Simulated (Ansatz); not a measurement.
# NiMoIrPdW under changes of volume

One of the cells (14.676 Å³/atom); the others are scaled copies at fixed shape and fractional positions:

```xyz
5
Lattice="2.3446 -1.4314 0.0091 2.3446 1.4314 0.0091 -2.2060 0.0000 10.9237" Properties=species:S:1:pos:R:3 pbc="T T T"
Ni    1.6857    0.0000    3.2343
Mo   -0.5221    0.0000    9.9690
Pd    0.0775    0.0000    5.3638
Ir    3.2778    0.0000    1.1936
W     1.6891    0.0000    7.5942
```

The cell was built by a generator and needn't be a form met in nature.

| Item | Value |
| --- | --- |
| Program | Ansatz 0.2.0 |
| Functional | PBE |
| Potentials or basis | Ansatz PAW |
| Cutoff | 420 eV (not typed: the program's choice for these potentials) |
| k mesh | 11 × 11 × 3 |
| Occupations | fermi-dirac, width 0.05 eV |
| Spin | collinear spin, ferromagnetic start |
| Starting moments | [1.0, 1.0, 0.0, 0.6, 0.0] μB |

| volume (Å³/atom) | energy over the lowest point (meV/atom) | pressure (GPa) | largest force (eV/Å) |
| --- | --- | --- | --- |
| 13.795 | 46.23 | 18.0 | 0.445 |
| 14.089 | ? | ? | ? |
| 14.382 | 4.64 | 5.3 | 0.170 |
| 14.676 | 0.00 | 0.0 | 0.082 |
| 14.969 | 4.61 | -4.8 | 0.074 |
| 15.263 | 17.47 | -9.0 | 0.171 |
| 15.556 | 37.68 | -12.8 | 0.269 |

**Question.** What does the run at 14.089 Å³/atom give?

**Answer.** Energy over the lowest point 19.63 meV/atom; pressure 11.3 GPa; largest force 0.302 eV/Å.

Worked out: A Birch-Murnaghan fit of order 3 (a polynomial in V^(-2/3)) to the other rows has its minimum at 14.67 Å³/atom with B0 = V·E''(V) = 252 GPa and B' = 4.7 at fixed shape and positions, which overstates the stiffness. It gives 19.60 meV/atom at 14.089 Å³/atom, against the run's 19.63, and -dE/dV = 11.2 GPa, against 11.3.

Energies are extrapolated to zero smearing.

Caveats: the starting moments weren't kept.
